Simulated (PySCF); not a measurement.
# One shape, several levels: C2H7BO (SMILES CCBO)

Wanted: a comparison of 4 runs (SVWN5/def2-SVP, TPSS/def2-SVP, wB97M-V/def2-SVP, CCSD(T)/def2-SVP) of C2H7BO. The job is set up through a Python script.

Program for the calculation: PySCF 2.14.0.

### Step 1. The molecule

C2H7BO: 11 atoms, total charge 0, spin state singlet. As SMILES, `CCBO`. The shape is that of a PBE0-D4/def2-TZVP optimisation. This is one conformer, not always the lowest.

Bond lengths: C1–C2 1.528 Å, C2–B3 1.569 Å, B3–O4 1.355 Å, C1–H5 1.093 Å, C1–H6 1.092 Å, C1–H7 1.093 Å, C2–H8 1.098 Å, C2–H9 1.101 Å, B3–H10 1.202 Å, O4–H11 0.962 Å. Some angles: C1–C2–B3 114.3°, C2–B3–O4 123.5°, C1–C2–H8 110.4°, C1–C2–H9 108.7°, B3–C2–H8 111.8°, B3–C2–H9 105.8°, C2–C1–H5 111.4°, C2–C1–H6 111.9°, C2–C1–H7 111.0°, C2–B3–H10 121.4°.

### Step 2. A single-point energy at SVWN5/def2-SVP (run 1)

File job.py:

```python
from pyscf import gto, dft

mol = gto.Mole()
mol.atom = '''
C       -0.556200       1.314000       0.194100
C       -0.148100      -0.126400       0.498700
B        0.844200      -0.749700      -0.545000
O        0.775200      -2.034600      -0.968200
H       -1.123600       1.378600      -0.737900
H       -1.178100       1.737200       0.986300
H        0.322300       1.954000       0.082400
H       -1.037300      -0.754700       0.640300
H        0.380300      -0.147700       1.464300
H        1.748300      -0.108300      -1.010000
H        0.038500      -2.519500      -0.584400
'''
mol.max_memory = 1860
mol.verbose = 3
mol.basis = 'def2-svp'
mol.build()

mf = dft.RKS(mol)
mf.xc = 'svwn'
mf.grids.level = 5
mf.conv_tol = 1e-10
mf.kernel()
if not mf.converged:
    mf = mf.newton().run(mf.mo_coeff, mf.mo_occ)

energy = mf.e_tot
print(f'total energy: {energy:.8f} hartree')
```

Run with:

```
$ OMP_NUM_THREADS=1 python job.py
```

What it wrote:

```text
converged SCF energy = -178.817629253709
total energy: -178.81762925 hartree
```

It took 13 s on 1 thread of Intel Xeon at 2.70GHz, shared host; peak memory 0.3 GiB.

### Step 3. The energy at TPSS/def2-SVP (run 2)

File input.py:

```python
from pyscf import gto, dft

mol = gto.Mole()
mol.atom = [
    ('C', (-0.556200, 1.314000, 0.194100)),
    ('C', (-0.148100, -0.126400, 0.498700)),
    ('B', (0.844200, -0.749700, -0.545000)),
    ('O', (0.775200, -2.034600, -0.968200)),
    ('H', (-1.123600, 1.378600, -0.737900)),
    ('H', (-1.178100, 1.737200, 0.986300)),
    ('H', (0.322300, 1.954000, 0.082400)),
    ('H', (-1.037300, -0.754700, 0.640300)),
    ('H', (0.380300, -0.147700, 1.464300)),
    ('H', (1.748300, -0.108300, -1.010000)),
    ('H', (0.038500, -2.519500, -0.584400)),
]
mol.verbose = 4
mol.max_memory = 1860
mol.charge = 0
mol.basis = 'def2-svp'
mol.spin = 0
mol.build()

myscf = dft.RKS(mol)
myscf.xc = 'tpss'
myscf.grids.level = 5
myscf.conv_tol = 1e-10
myscf.kernel()
if not myscf.converged:
    myscf = myscf.newton().run(myscf.mo_coeff, myscf.mo_occ)

e_final = myscf.e_tot
print('E = %.10f Eh' % e_final)
```

Run with:

```
$ OMP_NUM_THREADS=1 python input.py
```

What it wrote:

```text
PySCF version 2.14.0

[... 82 lines left out ...]
converged SCF energy = -180.445376953235
E = -180.4453769532 Eh
```

It took 38 s on 1 thread of Intel Xeon at 2.70GHz, shared host; peak memory 0.5 GiB.

### Step 4. A single-point energy at wB97M-V/def2-SVP (run 3)

File input.py:

```python
# CCBO
from pyscf import gto, dft

mol = gto.M(
    atom='''
C     -1.051066     2.483100     0.366796
C     -0.279868    -0.238861     0.942406
B      1.595307    -1.416728    -1.029901
O      1.464916    -3.844837    -1.829633
H     -2.123296     2.605176    -1.394429
H     -2.226286     3.282832     1.863837
H      0.609059     3.692525     0.155713
H     -1.960213    -1.426176     1.209992
H      0.718663    -0.279113     2.767126
H      3.303808    -0.204657    -1.908623
H      0.072754    -4.761165    -1.104356
''',
    unit='bohr',
    verbose=3,
    max_memory=1860,
    basis='def2-svp',
    spin=0,
)

ks = dft.RKS(mol, xc='wb97m-v')
ks.nlcgrids.level = 1
ks.conv_tol = 1e-10
ks.grids.level = 5
ks.kernel()
if not ks.converged:
    ks = ks.newton().run(ks.mo_coeff, ks.mo_occ)

e_final = ks.e_tot
print('E = %.10f Eh' % e_final)
```

Run with:

```
$ OMP_NUM_THREADS=1 python input.py
```

What it wrote:

```text
converged SCF energy = -180.317263857121
E = -180.3172638571 Eh
```

It took 1.8 min on 1 thread of Intel Xeon at 2.70GHz, shared host; peak memory 0.51 GiB.

### Step 5. A single-point energy at CCSD(T)/def2-SVP (run 4)

File input.py:

```python
# CCBO
from pyscf import gto, scf, cc

mol = gto.M(
    atom='''
C     -1.051066     2.483100     0.366796
C     -0.279868    -0.238861     0.942406
B      1.595307    -1.416728    -1.029901
O      1.464916    -3.844837    -1.829633
H     -2.123296     2.605176    -1.394429
H     -2.226286     3.282832     1.863837
H      0.609059     3.692525     0.155713
H     -1.960213    -1.426176     1.209992
H      0.718663    -0.279113     2.767126
H      3.303808    -0.204657    -1.908623
H      0.072754    -4.761165    -1.104356
''',
    charge=0,
    unit='bohr',
    max_memory=1860,
    basis='def2-svp',
    verbose=3,
)

calc0 = scf.RHF(mol)
calc0.conv_tol = 1e-10
calc0.kernel()
if not calc0.converged:
    calc0 = calc0.newton().run(calc0.mo_coeff, calc0.mo_occ)

mycc = cc.CCSD(calc0, frozen=4)
mycc.kernel()
e_t = mycc.ccsd_t()
e_tot = mycc.e_tot + e_t
print('E(%s) = %.9f' % ('CCSD(T)', e_tot))
```

Run with:

```
$ OMP_NUM_THREADS=1 python input.py
```

What it wrote:

```text
converged SCF energy = -179.278406564183
E(CCSD) = -179.8877069831587  E_corr = -0.6093004189758006
CCSD(T) correction = -0.0158808731717344
E(CCSD(T)) = -179.903587856
```

Wall time 26 s (1 thread of Intel Xeon at 2.70GHz, shared host); peak memory 0.52 GiB.

### Step 6. Overview of the runs

| run | level | nlc grid | integration grid | energy (Eh) | dipole moment (D) of the reference | HOMO energy (eV) | LUMO energy (eV) | wall time |
| --- | --- | --- | --- | --- | --- | --- | --- | --- |
| 1 | SVWN5/def2-SVP | – | 5 | -178.817629 | 1.98 | -6.74 | -0.90 | 13 s |
| 2 | TPSS/def2-SVP | – | 5 | -180.445377 | 1.87 | -6.88 | -0.45 | 38 s |
| 3 | wB97M-V/def2-SVP | 1 | 5 | -180.317264 | 1.91 | -10.50 | 2.43 | 1.8 min |
| 4 | CCSD(T)/def2-SVP | – | – | -179.903588 | 1.95 | -11.82 | 4.00 | 26 s |

### Step 7. Results

| quantity | value |
| --- | --- |
| run 4: total energy | -179.90359 Eh |
| run 4: dipole moment (Hartree–Fock density) | 1.95 D |
| run 4: HOMO energy (Hartree–Fock orbitals) | -11.82 eV |
| run 4: LUMO energy (Hartree–Fock orbitals) | 4.00 eV |
| run 4: HOMO–LUMO gap (Hartree–Fock orbitals) | 15.83 eV |
| run 4: correlation energy (4 core orbitals frozen) | -625.2 mEh |
| run 4: (T) correction | -15.88 mEh |
| run 4: T1 diagnostic | 0.012 |

In words: Over runs 1, 2, 3 the dipole moment (its size) runs from 1.87 D (TPSS/def2-SVP) to 1.98 D (SVWN5/def2-SVP). Over runs 1, 2, 3 the HOMO–LUMO gap runs from 5.84 eV (SVWN5/def2-SVP) to 12.93 eV (wB97M-V/def2-SVP). Totals of different functionals can't be ranked against each other. All runs together took 3.1 min, the longest 1.8 min.
